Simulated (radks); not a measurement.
# Pr⁴⁺ in [Xe] 4f1: an all-electron calculation

The task here is to estimate one member of a computed series from the others.

Method: scalar-relativistic Kohn-Sham, BP86, spin-unpolarised, spherical densities, point nucleus. Code: radks (a radial shooting solver on a logarithmic mesh, Libxc functionals) version 1.

## The atom as given

* element: praseodymium (Z = 59)
* charge: +4
* electrons: 55
* configuration: [Xe] 4f1

Outer shells as boxes (Hund's rule):

Pr⁴⁺
```
[Xe] core
4f [↑ ][  ][  ][  ][  ][  ][  ]
```

Set-up of the first run:

The run's settings:

```text
Z 59
configuration [Xe] 4f1 6s0 5d0
relativity scalar-relativistic
functional b88,p86
spin unpolarised
nucleus point
c 137.035999084
```

Run with:

```console
$ python run_ks.py task.json out
```

This one command runs every case of the session in turn.

One of the session's tables, all rows but one given; the rest of the session is left out.

It belongs to the step «Orbitals and density». Radial moments (bohr):

```
level      <r>  outermost maximum (interpolated)  90 % within  nodes
   1s  0.02409                            0.0154       0.0435      0
   2s   0.1031                            0.0872        0.159      1
   2p  0.09055                            0.0703        0.147      0
   3s   0.2724                             0.249        0.400      2
   3p   0.2705                             0.244        0.405      1
   3d   0.2476                             0.201        0.387      0
   4s   0.6196                             0.578        0.889      3
   4p   0.6550                             0.603        0.951      2
   4d        ?                                 ?            ?      ?
   5s    1.427                              1.31         2.03      4
   5p    1.608                              1.46         2.31      3
   4f   0.9312                             0.660         1.55      0
   5d    2.070                              1.83         3.02      2
   6s    3.039                              2.87         4.28      5
```

**Question.** Estimate the row for 4d.

**Answer.** <r>: 0.7165; outermost maximum (interpolated): 0.632; 90 % within: 1.07; nodes: 1. In the column «<r>» it lies between 4p (0.6550) and 4f (0.9312).

Caveats from the session: Spin polarisation and multiplet splitting are left out.
